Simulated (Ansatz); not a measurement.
# C3H7FGe: a ladder of functionals and wavefunction methods

The task here is to estimate one member of a computed series from the others.

Computed with Ansatz 0.2.0, Gaussian basis. Level: functionals in def2-TZVPP, the program's frozen cores in correlated methods.

The runs, in order: LDA (SPW92), PBE-D4, revPBE-D4, BLYP-D4, r2SCAN-D4, B97M-V, PBE0-D4, B3LYP-D4, r2SCANh-D4, r2SCAN0-D4, HSE06-D4, BHLYP-D4, CAM-B3LYP-D4, LC-ωPBE, ωB97X-V, ωB97M-V, B2PLYP, PBE-QIDH; CCSD(T)/def2-SVP; CCSD(T)/def2-TZVPP; MP2/def2-QZVPP; extrapolation to the limit; RPA on PBE.

## The geometry

All runs share one geometry, relaxed beforehand with PBE0-D4 in a triple-zeta def2 set.

SMILES `C/C(F)=[CH]/[GeH3]`, 12 atoms, charge 0, spin multiplicity 1.

Atoms are counted from 1 here; the program's logs count them from 0.

Bond lengths: C1–C2 1.481 Å, C1–H6 1.094 Å, C1–H7 1.089 Å, C1–H8 1.094 Å, C2–F3 1.351 Å, C2–C4 1.323 Å, C4–Ge5 1.936 Å, C4–H9 1.083 Å, Ge5–H10 1.537 Å, Ge5–H11 1.537 Å, Ge5–H12 1.537 Å. Angles: C2–C1–H6 110.2°, C2–C1–H7 110.7°, C2–C1–H8 110.2°, H6–C1–H7 109.1°, H6–C1–H8 107.4°, H7–C1–H8 109.1°, C1–C2–F3 111.3°, C1–C2–C4 129.6°, F3–C2–C4 119.1°, C2–C4–Ge5 123.2°, C2–C4–H9 116.9°, Ge5–C4–H9 119.9°, C4–Ge5–H10 108.0°, C4–Ge5–H11 110.9°, C4–Ge5–H12 110.9°, H10–Ge5–H11 109.0°, H10–Ge5–H12 109.1°, H11–Ge5–H12 108.9°.

Set-up of the first run:

in.yaml reads:

```yaml
crystal:
  periodic: [false, false, false]
  atoms:
    - {symbol: C, position_ang: [-1.711357, 1.235393, -0.210351]}
    - {symbol: C, position_ang: [-0.387092, 0.611218, 0.013279]}
    - {symbol: F, position_ang: [0.526691, 1.525018, 0.406976]}
    - {symbol: C, position_ang: [-0.017753, -0.652796, -0.118750]}
    - {symbol: Ge, position_ang: [1.784196, -1.271434, 0.226235]}
    - {symbol: H, position_ang: [-2.062749, 1.714598, 0.707643]}
    - {symbol: H, position_ang: [-2.440245, 0.490455, -0.525073]}
    - {symbol: H, position_ang: [-1.638444, 2.011364, -0.977393]}
    - {symbol: H, position_ang: [-0.778695, -1.355472, -0.436415]}
    - {symbol: H, position_ang: [1.825194, -2.786202, -0.033671]}
    - {symbol: H, position_ang: [2.186533, -1.002209, 1.684945]}
    - {symbol: H, position_ang: [2.790721, -0.575031, -0.703427]}
basis:
  gaussian: {orbitals: def2-TZVPP}
hamiltonian: {xc: lda}
output: {orbitals: {seedname: orbitals}}
```

Steps of the session up to this table: LDA; PBE-D4 (GGA); revPBE-D4 (GGA); BLYP-D4 (GGA); r2SCAN-D4 (meta-GGA); B97M-V (meta-GGA); PBE0-D4 (hybrid); B3LYP-D4 (hybrid); r2SCANh-D4 (hybrid); r2SCAN0-D4 (hybrid); HSE06-D4 (hybrid); BHLYP-D4 (hybrid); CAM-B3LYP-D4 (range-separated); LC-ωPBE (range-separated); ωB97X-V (range-separated); ωB97M-V (range-separated); B2PLYP (double hybrid); PBE-QIDH (double hybrid).

One of the session's tables, all rows but one given; the rest of the session is left out.

It belongs to the step «Frontier levels by functional». 

```
  functional  HOMO (eV)  gap (eV)
 LDA (SPW92)      -6.34      5.11
      PBE-D4      -6.19      5.16
   revPBE-D4      -6.13      5.19
     BLYP-D4      -6.06      5.14
   r2SCAN-D4      -6.41      5.59
      B97M-V      -6.49      5.67
     PBE0-D4      -7.38      7.30
    B3LYP-D4      -7.17      6.86
  r2SCANh-D4      -6.86      6.39
  r2SCAN0-D4          ?         ?
    HSE06-D4      -6.98      6.52
    BHLYP-D4      -8.44      9.40
CAM-B3LYP-D4      -8.71      9.75
     LC-ωPBE     -10.07     12.25
     ωB97X-V      -9.70     11.80
     ωB97M-V      -9.60     11.57
```

Estimate the missing values for r2SCAN0-D4.

Worked estimate for «HOMO (eV)». Against the share of exact exchange, r2SCAN-D4 (0, -6.41), r2SCANh-D4 (0.1, -6.86) give a slope of -4.50 per unit share; at 0.25 the line stands at -7.53.

**Answer.** HOMO (eV): -7.53; gap (eV): 7.57. In «HOMO (eV)» the line misses by 0.00.
